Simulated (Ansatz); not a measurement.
Working through a relaxation followed by a look at the electronic structure of Sc, space group Fm-3m

Computed with the Ansatz DFT code, driven from Python.

Run as a notebook:

**Cell 1**
```python
import warnings

import ansatz as az
import numpy as np
from pymatgen.core import Lattice, Structure
from pymatgen.io.ase import AseAtomsAdaptor
```

**Cell 2**
```python
config = {
    "scf_tol": 1e-07,
    "functional": "pbesol",
    "filling": "fermi_dirac",
}
```

**Cell 3**
```python
def count_gap(report):
    # lowest empty less highest filled band, counting bands; zero where they overlap
    return max(report.get("gap_by_band_count_ev") or 0.0, 0.0)
```

**Cell 4**
```python
def configured(crystal, spacing):
    return (
        crystal.calculation()
        .scf(tolerance=config["scf_tol"])
        .functional(config["functional"])
        .occupations(config["filling"], width=100 * az.meV)
        .kpoints(spacing=spacing)  # the mesh must be finer for metals
    )

warnings.simplefilter("ignore", az.DeckWarning)
```

**Cell 5**
```python
pmg_structure = Structure(
    Lattice([[0.0, 2.26, 2.26], [2.26, 0.0, 2.26], [2.26, 2.26, 0.0]]),
    ["Sc"],
    [
        [0.0, 0.0, 0.0],
    ],
)
sc = az.Crystal.from_ase(AseAtomsAdaptor.get_atoms(pmg_structure))

relaxed = configured(sc, 0.3).relax(cell=True, force_tolerance=0.02, max_steps=40).checkpoint(write="relax.run").run(threads=1)
cell = np.asarray(relaxed.lattice.cell_ang)
print("relaxed edges (A):", np.linalg.norm(cell, axis=1).round(4), " volume:", round(abs(np.linalg.det(cell)), 3), "A^3")
for site in relaxed.lattice.sites:
    print(" ", site.symbol, np.round(site.position_frac, 4) + 0.0)

final = az.Crystal.from_checkpoint("relax.run")
out = configured(final, 0.22).functional("r2scan").stress().band_table().density_of_states(energy_step=0.05).run(threads=1)
r = out.report
```
Output:
```text
relaxed edges (A): [3.2236 3.2236 3.2236]  volume: 23.687 A^3
  Sc [0. 0. 0.]
```

**Cell 6**
```python
r["n_kpoints"], r["n_symmetry_ops"], r["n_pw"]
```
Output:
```text
(56, 48, 609)
```

**Cell 7**
```python
r["kpoints_frac"][:4]
```
Output:
```text
[[0.0, 0.0, 0.0], [0.0, 0.0, 0.09090909090909091], [0.0, 0.0, 0.18181818181818182],
 [0.0, 0.0, 0.2727272727272727]]
```

**Cell 8**
```python
{key: value for key, value in r.items() if isinstance(value, (int, float)) and "ev" in key}
```
Output:
```text
{'gap_by_band_count_ev': -2.4539410122407723,
 'fermi_energy_ev': 9.816552280256415,
 'harris_foulkes_ev': -2140.5282158545588,
 'free_energy_ev': -2140.528215853616,
 'internal_energy_ev': -2140.4691642544467,
 'lagrangian_ev': -2140.528215853616,
 'energy_sigma0_ev': -2140.498690054031,
 'lagrangian_sigma0_ev': -2140.498690054031,
 'lagrangian_above_aufbau_ev': -0.03182237355787272,
 'entropy_ts_ev': 0.0590515991695591,
 'loop_fermi_energy_ev': 9.816552280256415,
 'occupations_fermi_energy_ev': 9.816552280256245}
```

**Cell 9**
```python
dos = out.density_of_states()
print(f"pressure at the relaxed cell {np.trace(r['stress_gpa']) / 3:.3f} GPa, gap by band count {count_gap(r):.3f} eV")
if count_gap(r) == 0:
    print("states/eV at the Fermi level:", round(float(np.interp(dos.fermi_ev, dos.energies_ev, dos.spin_summed_g_bin_mean_per_ev)), 3))
```
Output:
```text
pressure at the relaxed cell 3.470 GPa, gap by band count 0.000 eV
states/eV at the Fermi level: 2.053
```

Absolute energies stand on the zero of these potentials, so only differences at equal settings mean something. A total without «per atom» is that of the cell as typed. No spin polarisation was allowed. For a metal this k-point mesh is coarse: on a finer one energies can move by several to tens of meV an atom and pressures by half a GPa or more, differences at one mesh by less. An absolute Fermi energy rests on an arbitrary zero of the periodic potential and has no direct meaning. The program warned that this SCF threshold is loose for forces or stresses. A gap by band count of zero or less means overlapping bands, a metal, and at an odd count of electrons it is no gap at all. This isn't the structure that Sc takes at ambient conditions. Levels are Kohn-Sham eigenvalues on this mesh. Where the second run takes another functional or mesh than the relaxation, its pressure isn't zero; pressure is positive in compression. The computed bands are complete only to about 3.3 eV above the Fermi level; beyond that the density of states is undercounted. The script silences the warnings on its input, which a real study should read. Finished in 5.8 s on 1 thread of Arm Neoverse V1, on a shared host, peak memory 0.49 GiB.

(Lines on the test bed's own set-up are left out of the output.)
